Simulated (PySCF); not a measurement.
# CH8BNSi: electronic excitations and core binding energies

Aim: predict the electronic excitations and core binding energies of CH8BNSi (`CB[SiH2]N`).

Programs: PySCF 2.14.0, with density-fitted response routines of our own. Each step states its level of theory. These are calculated values for one molecule in the gas phase, unless marked as measured. Atoms are numbered from 0 throughout.

## (1) The molecule as given

12 atoms, charge 0, multiplicity 1; geometry from: GFN2-xTB.

Bonds of the start (Å): C0–B1 1.57, B1–Si2 1.96, Si2–N3 1.74, C0–H4 1.09, C0–H5 1.09, C0–H6 1.09, B1–H7 1.18, Si2–H8 1.47, Si2–H9 1.49, N3–H10 1.01, N3–H11 1.01.

## (2) TDDFT and polarisability: PBE0/def2-SVPD

The job: settings as JSON, then the geometry in Å.

```
{"job": {"kind": "uv", "xc": "PBE0", "basis": "def2-SVPD", "nstates": 8, "ntriplets": 3}, "charge": 0, "multiplicity": 1}
C      1.602683    -0.828900     0.291329
B      1.033647     0.600546    -0.018789
Si    -0.884466     0.982172    -0.112089
N     -1.787112    -0.417756     0.375835
H      2.574633    -0.825975     0.782947
H      1.756352    -1.329612    -0.668804
H      0.931585    -1.464936     0.865332
H      1.811055     1.454192    -0.240672
H     -1.386756     2.008002     0.820896
H     -1.313999     1.477593    -1.448365
H     -2.789815    -0.344329     0.436704
H     -1.546608    -1.311682    -0.022092
```

Level: TDDFT PBE0/def2-SVPD, vertical, gas phase, core orbitals frozen in the response.

Started as:

```console
$ OMP_NUM_THREADS=1 python probes_run.py task.json out
```

The driver reads the jobs from task.json and runs them one after another.

Log:

```text
coarse grid: 9824 points
cycle   1  E = -411.4574551389  dE =  5.813e-02  |g| = 4.700e-01  |ddm| = 3.910e+00
cycle   2  E = -411.4183234446  dE =  3.913e-02  |g| = 6.250e-01  |ddm| = 1.647e+00
cycle   3  E = -411.5103346574  dE = -9.201e-02  |g| = 5.802e-02  |ddm| = 8.653e-01
cycle   4  E = -411.5110998040  dE = -7.651e-04  |g| = 2.193e-02  |ddm| = 1.172e-01
cycle   5  E = -411.5112191453  dE = -1.193e-04  |g| = 3.476e-03  |ddm| = 2.659e-02
cycle   6  E = -411.5112233236  dE = -4.178e-06  |g| = 5.768e-04  |ddm| = 8.182e-03
final grid: 88312 points
cycle   7  E = -411.5588024342  dE = -1.880e-05  |g| = 7.144e-03  |ddm| = 6.266e-02
cycle   8  E = -411.5587942801  dE =  8.154e-06  |g| = 9.324e-03  |ddm| = 2.073e-02
cycle   9  E = -411.5588150076  dE = -2.073e-05  |g| = 7.333e-04  |ddm| = 1.146e-02
cycle  10  E = -411.5588151429  dE = -1.353e-07  |g| = 1.290e-04  |ddm| = 1.213e-03
cycle  11  E = -411.5588151468  dE = -3.930e-09  |g| = 2.916e-05  |ddm| = 2.280e-04
cycle  12  E = -411.5588151471  dE = -2.807e-10  |g| = 6.980e-06  |ddm| = 6.392e-05
converged SCF energy = -411.5588151471

Static polarisability (au): isotropic 63.647, principal 53.997 63.233 73.711

Singlet excitations
state   eV       nm        f      main configurations
  1   4.0117    309.1   0.00640   H->L 0.94
  2   4.5915    270.0   0.00404   H-1->L 0.93
  3   5.6248    220.4   0.00158   H-2->L 0.75, H-3->L 0.23
  4   5.9953    206.8   0.00771   H->L+1 0.95
  5   6.5551    189.1   0.08460   H-3->L 0.74, H-2->L 0.22
  6   7.0704    175.4   0.01846   H->L+2 0.77, H-1->L+1 0.15
  7   7.1671    173.0   0.02454   H-1->L+1 0.81, H->L+2 0.14
  8   7.4256    167.0   0.02392   H->L+3 0.92

Triplet excitations (Tamm-Dancoff, eV): 3.3932 4.0905 4.9886
```

Wall time 23 s (1 thread of Intel Xeon at 2.70GHz, shared host); peak memory 0.56 GiB.

Frontier orbitals and where they lie:

```tsv
orbital	eV	atoms
HOMO−3	-9.56	Si2 26 %, B1 15 %, H8 14 %
HOMO−2	-9.35	B1 24 %, C0 20 %, Si2 14 %
HOMO−1	-8.11	B1 30 %, Si2 26 %, C0 11 %
HOMO	-7.10	N3 58 %, Si2 15 %, H9 11 %
LUMO	-1.91	B1 49 %, Si2 18 %, C0 13 %
LUMO+1	0.25	Si2 23 %, B1 18 %, C0 10 %
LUMO+2	0.98	B1 42 %, Si2 11 %, H7 8 %
```

With each of the 8 states as a Gaussian band of 0.4 eV half-width at 1/e, the curve within the window shown has maxima at 304 nm (ε 280), 187 nm (ε 3,700) L/(mol cm). Beyond the last state computed it falls off for lack of states. The curve at chosen wavelengths:

```tsv
nm	ε (L/mol/cm)
160	745
168	2237
176	2831
184	3575
192	3352
200	1717
208	681
217	279
225	129
233	58
241	43
249	73
257	125
265	175
273	207
281	230
289	254
297	276
305	283
314	263
322	223
330	172
338	122
346	80
354	50
362	29
```

Further results of this job:

```tsv
property	computed
dipole moment (D)	1.39
polarisability (Å³)	9.43
HOMO–LUMO gap (eV)	5.20
−ε(HOMO) (eV)	7.10
```

## (3) Core-electron binding energies: SCAN, X2C

Same as in step 2 but for these lines:

```diff
@@ -1,2 +1,2 @@
-{"job": {"kind": "uv", "xc": "PBE0", "basis": "def2-SVPD", "nstates": 8, "ntriplets": 3}, "charge": 0, "multiplicity": 1}
+{"job": {"kind": "xps"}, "charge": 0, "multiplicity": 1}
 C      1.602683    -0.828900     0.291329
```

Level: delta-SCF UKS SCAN, pcX-2 on the ionised atom, pcseg-1 elsewhere, spin-free X2C.

Log:

```text
ground state, core basis on atom 0 (C), 131 functions
  cycle   1  E = -412.43558469  |g| = 5.98e-01
  cycle   2  E = -412.31166660  |g| = 9.14e-01
  cycle   3  E = -412.51677771  |g| = 1.05e-01
  cycle   4  E = -412.51968800  |g| = 3.78e-02
  cycle   5  E = -412.52000856  |g| = 8.79e-03
  cycle   6  E = -412.52003479  |g| = 1.83e-03
  cycle   7  E = -412.52003341  |g| = 5.10e-04
  cycle   8  E = -412.52003487  |g| = 9.75e-05
  E(ground) = -412.55661272 Eh
hole in C 1s of atom 0
  cycle   1  E = -401.29646229  |g| = 1.50e+00
  cycle   2  E = -400.00771965  |g| = 1.92e+00
  cycle   3  E = -401.62226727  |g| = 6.41e-01
  cycle   4  E = -401.82571518  |g| = 2.50e-01
  cycle   5  E = -401.84808573  |g| = 1.04e-01
  cycle   6  E = -401.85371624  |g| = 3.00e-02
  cycle   7  E = -401.85431150  |g| = 5.28e-03
  cycle   8  E = -401.85433419  |g| = 2.15e-03
  cycle   9  E = -401.85433682  |g| = 8.29e-04
  cycle  10  E = -401.85433819  |g| = 2.89e-04
  E(ion) = -401.88995969 Eh   <S^2> = 0.7663   hole on atom = 1.000   binding energy = 290.254 eV
ground state, core basis on atom 1 (B), 131 functions
  cycle   1  E = -412.51257421  |g| = 4.72e-02
  cycle   2  E = -412.51250943  |g| = 2.48e-02
  cycle   3  E = -412.51262447  |g| = 1.56e-02
  cycle   4  E = -412.51270235  |g| = 1.31e-03
  cycle   5  E = -412.51270364  |g| = 4.30e-04
  E(ground) = -412.55062993 Eh
hole in B 1s of atom 1
  cycle   1  E = -404.90192597  |g| = 1.16e+00
  cycle   2  E = -402.77913412  |g| = 2.03e+00
  cycle   3  E = -405.05123719  |g| = 7.08e-01
  cycle   4  E = -405.29040546  |g| = 2.24e-01
  cycle   5  E = -405.05755350  |g| = 5.89e-01
  cycle   6  E = -405.25845450  |g| = 3.16e-01
  cycle   7  E = -405.28835819  |g| = 2.40e-01
  cycle   8  E = -405.29748240  |g| = 2.08e-01
  cycle   9  E = -405.32829010  |g| = 6.49e-02
  cycle  10  E = -405.32935323  |g| = 5.83e-02
  cycle  11  E = -405.33194304  |g| = 1.10e-02
  cycle  12  E = -405.33081681  |g| = 4.00e-02
  cycle  13  E = -405.33159663  |g| = 2.49e-02
  cycle  14  E = -405.33157797  |g| = 2.54e-02
  cycle  15  E = -405.33179174  |g| = 1.85e-02
  cycle  16  E = -405.33201890  |g| = 5.26e-03
  cycle  17  E = -405.33203660  |g| = 9.41e-04
  cycle  18  E = -405.33203716  |g| = 3.12e-04
  E(ion) = -405.37001780 Eh   <S^2> = 1.2668   hole on atom = 1.000   binding energy = 195.394 eV
ground state, core basis on atom 2 (Si), 142 functions
  cycle   1  E = -412.61794333  |g| = 2.87e-01
  cycle   2  E = -412.61801208  |g| = 3.83e-02
  cycle   3  E = -412.61802857  |g| = 2.83e-02
  cycle   4  E = -412.61815540  |g| = 5.51e-03
  cycle   5  E = -412.61816251  |g| = 1.22e-03
  cycle   6  E = -412.61816236  |g| = 1.44e-04
  E(ground) = -412.61322509 Eh
hole in Si 1s of atom 2
  cycle   1  E = -343.71788903  |g| = 4.35e+00
  cycle   2  E = -343.93952358  |g| = 2.07e+00
  cycle   3  E = -344.50688785  |g| = 6.85e-01
  cycle   4  E = -344.72318003  |g| = 3.10e-01
  cycle   5  E = -344.76525620  |g| = 1.21e-01
  cycle   6  E = -344.77229027  |g| = 2.65e-02
  cycle   7  E = -344.77253781  |g| = 1.27e-02
  cycle   8  E = -344.77262303  |g| = 3.23e-03
  cycle   9  E = -344.77262798  |g| = 5.19e-04
  cycle  10  E = -344.77262896  |g| = 8.55e-05
  E(ion) = -344.77557794 Eh   <S^2> = 0.7520   hole on atom = 1.000   binding energy = 1845.956 eV
hole in Si 2p of atom 2
  cycle   1  E = -408.37532337  |g| = 1.23e+00
  cycle   2  E = -408.29305447  |g| = 1.05e+00
  cycle   3  E = -408.65632478  |g| = 2.62e-01
  cycle   4  E = -408.68900512  |g| = 1.17e-01
  cycle   5  E = -408.69474742  |g| = 4.23e-02
  cycle   6  E = -408.69562989  |g| = 1.06e-02
  cycle   7  E = -408.69567983  |g| = 4.02e-03
  cycle   8  E = -408.69568885  |g| = 6.75e-04
  cycle   9  E = -408.69568928  |g| = 1.48e-04
  E(ion) = -408.70256134 Eh   <S^2> = 0.7518   hole on atom = 1.002   binding energy = 106.415 eV
  2p3/2 = 106.184 eV   2p1/2 = 106.808 eV
ground state, core basis on atom 3 (N), 131 functions
  cycle   1  E = -412.53563795  |g| = 7.60e-02
  cycle   2  E = -412.53562879  |g| = 2.65e-02
  cycle   3  E = -412.53560690  |g| = 2.98e-02
  cycle   4  E = -412.53579329  |g| = 4.92e-03
  cycle   5  E = -412.53580261  |g| = 4.30e-04
  E(ground) = -412.57058134 Eh
hole in N 1s of atom 3
  cycle   1  E = -396.98163854  |g| = 1.86e+00
  cycle   2  E = -396.49755233  |g| = 1.97e+00
  cycle   3  E = -397.64419671  |g| = 3.30e-01
  cycle   4  E = -397.67758512  |g| = 5.12e-02
  cycle   5  E = -397.67874572  |g| = 2.02e-02
  cycle   6  E = -397.67900773  |g| = 5.54e-03
  cycle   7  E = -397.67902771  |g| = 1.93e-03
  cycle   8  E = -397.67903040  |g| = 6.58e-04
  cycle   9  E = -397.67903135  |g| = 2.00e-04
  E(ion) = -397.71225003 Eh   <S^2> = 0.7641   hole on atom = 1.000   binding energy = 404.316 eV
```

Wall time 71 s (1 thread of Intel Xeon at 2.70GHz, shared host); peak memory 0.49 GiB.

Binding energies by hole, beside the orbital energy of the ground state; the difference holds orbital relaxation and, for a density functional, its self-interaction error:

```tsv
hole	stands for	environment	ΔSCF (eV; 2p as the shell's mean)	−ε (eV)	⟨S²⟩
C1s on C0	C0	methyl carbon bonded to B	290.25	273.1	0.766
B1s on B1	B1	boron bonded to C, Si, H	195.39 (doubtful)	180.2	1.267
Si1s on Si2	Si2	silicon bonded to B, N, 2 H	1845.96	1792.7	0.752
Si2p on Si2	Si2	silicon bonded to B, N, 2 H	106.39	95.5	0.752
N1s on N3	N3	nitrogen bonded to Si, 2 H	404.32	385.1	0.764
```

Doubtful: the ion did not converge, its hole moved, or its ⟨S²⟩ is well above 0.75.

With the spin-orbit splitting: Si2 2p3/2 106.18, 2p1/2 106.81 eV. The table gives each 2p level as the mean over the whole 2p shell (two parts 2p3/2, one part 2p1/2), which differs a little from the single hole in the log.

## (4) Results

```
                                quantity                        value
         lowest singlet (PBE0/def2-SVPD)  4.01 eV (309 nm), f = 0.006
brightest single state of those computed  state 5, 6.56 eV, f = 0.085
                          lowest triplet                      3.39 eV
        C1s binding energies, SCAN/pcX-2                 C0 290.25 eV
       Si1s binding energies, SCAN/pcX-2               Si2 1845.96 eV
       Si2p binding energies, SCAN/pcX-2                Si2 106.39 eV
        N1s binding energies, SCAN/pcX-2                 N3 404.32 eV
```

**Reading.** The lowest singlet, at 4.01 eV, is HOMO→LUMO 0.94 and is weak; of the 8 states computed, the strongest absorption comes from state 5 at 6.56 eV. The lowest triplet lies 0.62 eV below the lowest singlet (triplets in Tamm-Dancoff, singlets in full TDDFT).
